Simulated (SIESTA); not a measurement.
# Pb2O under changes of volume

One of the cells (26.473 Å³/atom); the others are scaled copies at fixed shape and fractional positions:

```xyz
6
Lattice="5.4156 0.0000 0.0000 0.0000 5.4156 0.0000 0.0000 0.0000 5.4156" Properties=species:S:1:pos:R:3 pbc="T T T"
Pb    4.0617    1.3539    4.0617
Pb    1.3539    4.0617    4.0617
Pb    4.0617    4.0617    1.3539
Pb    1.3539    1.3539    1.3539
O     2.7078    2.7078    2.7078
O     0.0000    0.0000    0.0000
```

- Program: SIESTA 5.4.2
- Functional: PBEsol
- Potentials or basis: PseudoDojo 0.4 standard (PBEsol files)
- Basis: DZP (energy shift 0.003 Ry; two zetas on semicore shells)
- Grid cutoff: 800 Ry
- Energy shift: 0.003 Ry
- k mesh: 5 × 5 × 5
- Occupations: fermi-dirac, width 0.05 eV
- Spin: no spin polarisation

| volume (Å³/atom) | energy over the lowest point (meV/atom) | pressure (GPa) |
| --- | --- | --- |
| 24.396 | ? | ? |
| 24.915 | 19.19 | 4.1 |
| 25.434 | 8.56 | 2.6 |
| 26.473 | 0.00 | 0.2 |
| 26.992 | 1.07 | -0.8 |
| 27.511 | 5.35 | -1.7 |

Problem. What does the run at 24.396 Å³/atom give?

Solution. Energy over the lowest point 34.62 meV/atom; pressure 5.6 GPa.

Worked out: A Birch-Murnaghan fit of order 3 (a polynomial in V^(-2/3)) to the other rows has its minimum at 26.56 Å³/atom with B0 = V·E''(V) = 54 GPa and B' = 4.8. It gives 34.68 meV/atom at 24.396 Å³/atom, against the run's 34.62, and -dE/dV = 5.6 GPa, against 5.6.

Energies are extrapolated to zero smearing.

Caveats: the basis of atomic orbitals isn't converged, which shifts pressures, moduli and gaps.
